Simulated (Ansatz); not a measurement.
# CaS4: the cost of one run

Computed with Ansatz 0.2.0 (DFT PBE, scalar-relativistic, plane waves, PAW, unless a step's input says otherwise).

### Step 1. The starting structure

The structure is cubic, space group Pm-3m (No. 221). The conventional cell has a = 5.018 Å, b = 5.018 Å, c = 5.018 Å, α = 90.00°, β = 90.00°, γ = 90.00°. Ca (site symmetry m-3m) has 12 S at 3.55 Å as nearest neighbours. Around S (site symmetry 4/mmm) lie 10 S at 2.51 to 3.55 Å and 4 Ca at 3.55 Å. S (site symmetry m-3m) has 6 S at 2.51 Å as nearest neighbours.

As a file:

```cif
data_structure
_symmetry_space_group_name_H-M 'Pm-3m'
_symmetry_Int_Tables_number 221
_cell_length_a 5.0184
_cell_length_b 5.0184
_cell_length_c 5.0184
_cell_angle_alpha 90.000
_cell_angle_beta 90.000
_cell_angle_gamma 90.000
_cell_volume 126.38
loop_
_atom_site_label
_atom_site_type_symbol
_atom_site_symmetry_multiplicity
_atom_site_Wyckoff_symbol
_atom_site_fract_x
_atom_site_fract_y
_atom_site_fract_z
_atom_site_occupancy
Ca1 Ca 1 b 0.50000 0.50000 0.50000 1
S1 S 3 d 0.50000 0.00000 0.00000 1
S2 S 1 a 0.00000 0.00000 0.00000 1
```

A structure generator made this guess: random cell by space group and Wyckoff sites (Pm-3m, No. 221). Its size is a rough estimate.

### Step 2. A first look at the guess

input.yaml reads:

```yaml
crystal:
  lattice:
    - [5.01838707, 0.0, 0.0]
    - [0.0, 5.01838707, 0.0]
    - [0.0, 0.0, 5.01838707]
  atoms:
    - { symbol: Ca, position: [0.5, 0.5, 0.5] }
    - { symbol: S, position: [0.5, 0.0, 0.0] }
    - { symbol: S, position: [0.0, 0.5, 0.0] }
    - { symbol: S, position: [0.0, 0.0, 0.5] }
    - { symbol: S, position: [0.0, 0.0, 0.0] }
basis:
  ecutwfc: 420
kpoints:
  mp_grid: { grid: [4, 4, 4] }
hamiltonian:
  xc: pbe
scf:
  occupations: { method: gaussian, width: 0.1 }
  lower_state_search: "off"
output:
  forces: true
  stress: true
  eigenvalues: true
```

Launch:

```console
> ansatz run input.yaml --threads 1 --pin off --max-ram 2048MiB --backend cpu --events-out ev --progress --plain --runs-dir out
```

What time and memory should one allow on 1 thread of Intel Xeon Platinum 8488C (Sapphire Rapids), shared host?

About 1.7 s, with a peak of 0.41 GiB.
